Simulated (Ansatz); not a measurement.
GaGe under changes of volume

One of the cells (24.335 Å³/atom); the others are scaled copies at fixed shape and fractional positions:

```xyz
2
Lattice="0.0000 2.8978 2.8978 2.8978 0.0000 2.8978 2.8978 2.8978 0.0000" Properties=species:S:1:pos:R:3 pbc="T T T"
Ge    0.0000    0.0000    0.0000
Ga    1.4489    1.4489    1.4489
```

The cell comes from a database or a generator and needn't be the stable form of this composition.

```yaml
Program: Ansatz 0.2.0
Functional: PBEsol
Potentials_or_basis: all-electron LAPW, scalar-relativistic
Cutoff: 301 eV (chosen from the basis error)
Basis_error_allowed: 0.001 eV/atom
k_mesh: 8 × 8 × 8
Occupations: fermi-dirac, width 0.05 eV
Spin: no spin polarisation
```

| volume (Å³/atom) | energy over the lowest point (meV/atom) | pressure (GPa) |
| --- | --- | --- |
| 22.875 | 0.72 | 0.8 |
| 23.361 | 0.00 | -0.4 |
| 23.848 | 2.77 | -1.4 |
| 24.335 | 8.63 | -2.4 |
| 24.821 | ? | ? |
| 25.308 | 28.23 | -4.0 |
| 25.795 | 41.38 | -4.6 |

Question: What does the run at 24.821 Å³/atom give?

Answer: Energy over the lowest point 17.22 meV/atom; pressure -3.2 GPa.

Worked out: A Birch-Murnaghan fit of order 3 (a polynomial in V^(-2/3)) to the other rows has its minimum at 23.21 Å³/atom with B0 = V·E''(V) = 57 GPa and B' = 4.8. It gives 17.21 meV/atom at 24.821 Å³/atom, against the run's 17.22, and -dE/dV = -3.2 GPa, against -3.2.

Energies are extrapolated to zero smearing.
